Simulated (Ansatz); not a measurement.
# ClH6HfO3P: the cost of one run

All numbers below are computed with Ansatz 0.2.0 (RKS B3LYP/def2-SVP).

### Step 1. The system as given

Bond lengths: Hf1–Cl2 2.870 Å, Hf1–O3 2.070 Å, O3–H4 1.010 Å, Hf1–O5 2.069 Å, O5–H6 1.010 Å, Hf1–O7 2.069 Å, O7–H8 1.010 Å, Hf1–P9 2.870 Å, P9–H10 1.420 Å, P9–H11 1.420 Å. Angles (14 of 16 angles, heavy atoms first): Cl2–Hf1–O3 109.4°, Cl2–Hf1–O5 109.5°, Cl2–Hf1–O7 109.5°, Cl2–Hf1–P9 71.6°, O3–Hf1–O5 109.5°, O3–Hf1–O7 109.5°, O3–Hf1–P9 67.1°, O5–Hf1–O7 109.5°, O5–Hf1–P9 72.9°, O7–Hf1–P9 176.5°, Hf1–O3–H4 109.5°, Hf1–O5–H6 109.5°, Hf1–O7–H8 109.5°, Hf1–P9–H10 109.5°.

As a file:

```xyz
12

Hf    0.0000    0.0000    0.0000
Cl    0.0000    0.0000    2.8700
O     1.9520    0.0000   -0.6893
H     2.2684   -0.9521   -0.8060
O    -0.9750    1.6891   -0.6893
H    -1.9328    1.4584   -0.9117
O    -0.9750   -1.6891   -0.6893
H    -1.4296   -2.1548    0.0831
P     1.5052    2.2699    0.9050
H     2.5975    1.8288    1.6979
H     1.9955    2.9909   -0.2158
H     0.8820    1.3301    2.2734
```

### Step 2. A restrained relaxation towards end A

Springs on the bonds that form and break draw the guess towards this end; the thresholds are loose.

Input file input.yaml:

```yaml
crystal:
  periodic: [false, false, false]
  atoms:
    - { symbol: Hf, position_ang: [0.0, 0.0, 0.0] }
    - { symbol: Cl, position_ang: [0.0, 0.0, 2.87] }
    - { symbol: O, position_ang: [1.952, 0.0, -0.6893] }
    - { symbol: H, position_ang: [2.2684, -0.9521, -0.806] }
    - { symbol: O, position_ang: [-0.975, 1.6891, -0.6893] }
    - { symbol: H, position_ang: [-1.9328, 1.4584, -0.9117] }
    - { symbol: O, position_ang: [-0.975, -1.6891, -0.6893] }
    - { symbol: H, position_ang: [-1.4296, -2.1548, 0.0831] }
    - { symbol: P, position_ang: [1.5052, 2.2699, 0.905] }
    - { symbol: H, position_ang: [2.5975, 1.8288, 1.6979] }
    - { symbol: H, position_ang: [1.9955, 2.9909, -0.2158] }
    - { symbol: H, position_ang: [0.882, 1.3301, 2.2734] }
basis:
  gaussian: { orbitals: def2-SVP }
hamiltonian:
  xc: b3lyp
relax:
  f_tol: 0.15
  max_steps: 25
  restrain:
    - { distance: [0, 8], at: 3.77, k: 30.0 }
    - { distance: [11, 1], at: 2.57, k: 30.0 }
    - { distance: [0, 1], at: 2.52, k: 30.0 }
    - { distance: [11, 8], at: 1.42, k: 30.0 }
```

On the command line:

```bash
$ ansatz run input.yaml --threads 4 --pin off --max-ram 5120MiB --backend cpu --events-out ev --progress --plain --runs-dir out
```

Q: Estimate wall time and peak memory on 4 threads of Arm Neoverse V1, shared host.

About 50 s, with a peak of 0.43 GiB.
